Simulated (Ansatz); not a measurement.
**Cl₃F₂HSi₂: basis-set convergence**

The task here is to estimate one member of a computed series from the others.

Computed with Ansatz 0.2.0, Gaussian basis. Level: one geometry, several basis sets.

Levels to be run: PBE0-D4/def2-SVP; ωB97M-V/def2-SVP; PBE0-D4/def2-QZVPP; ωB97M-V/def2-QZVPP; CCSD(T)/cc-pV(D+d)Z; CCSD(T)/cc-pV(T+d)Z; CCSD(T)/cc-pV(Q+d)Z; the functionals' def2-TZVPP values are taken from earlier runs.

### The geometry

The geometry comes from an earlier relaxation with PBE0-D4 in a triple-zeta def2 set; it is a stationary point, not always the lowest conformer.

8 atoms, charge 0, spin multiplicity 1.

Atoms are counted from 1 here; the program's logs count them from 0.

Bond lengths: F1–Si2 1.582 Å, Si2–F3 1.582 Å, Si2–Cl4 2.023 Å, Si2–Si5 2.337 Å, Si5–Cl6 2.041 Å, Si5–Cl7 2.041 Å, Si5–H8 1.478 Å. Angles: F1–Si2–F3 106.9°, F1–Si2–Cl4 108.8°, F1–Si2–Si5 110.6°, F3–Si2–Cl4 108.8°, F3–Si2–Si5 110.6°, Cl4–Si2–Si5 111.0°, Si2–Si5–Cl6 107.4°, Si2–Si5–Cl7 107.4°, Si2–Si5–H8 114.1°, Cl6–Si5–Cl7 110.6°, Cl6–Si5–H8 108.7°, Cl7–Si5–H8 108.7°.

Set-up of the first run:

Contents of in.yaml:

```yaml
crystal:
  periodic: [false, false, false]
  atoms:
    - {symbol: F, position_ang: [-0.505564, 0.353578, -2.237056]}
    - {symbol: Si, position_ang: [-0.512823, -0.524060, -0.920788]}
    - {symbol: F, position_ang: [0.111628, -1.927060, -1.300895]}
    - {symbol: Cl, position_ang: [-2.428044, -0.800637, -0.331935]}
    - {symbol: Si, position_ang: [0.738860, 0.505805, 0.762507]}
    - {symbol: Cl, position_ang: [-0.142689, 2.300726, 1.169084]}
    - {symbol: Cl, position_ang: [0.678298, -0.709660, 2.400542]}
    - {symbol: H, position_ang: [2.152534, 0.744207, 0.402743]}
basis:
  gaussian: {orbitals: def2-SVP}
hamiltonian: {xc: pbe0, dispersion: d4}
output: {orbitals: {seedname: orbitals}}
```

Steps of the session up to this table: PBE0-D4 in def2-SVP; ωB97M-V in def2-SVP; PBE0-D4 in def2-QZVPP; ωB97M-V in def2-QZVPP.

One of the session's tables, all rows but one given; the rest of the session is left out.

It belongs to the step «Density functionals: the series». 

```
functional       basis  HOMO (eV)
   PBE0-D4    def2-SVP      -8.72
   PBE0-D4  def2-TZVPP      -8.82
   PBE0-D4  def2-QZVPP      -8.85
   ωB97M-V    def2-SVP     -10.72
   ωB97M-V  def2-TZVPP          ?
   ωB97M-V  def2-QZVPP     -10.90
```

Estimate the missing values for ωB97M-V, def2-TZVPP.

The run gave: HOMO (eV): -10.86. In the column «HOMO (eV)» it lies between ωB97M-V, def2-QZVPP (-10.90) and ωB97M-V, def2-SVP (-10.72).
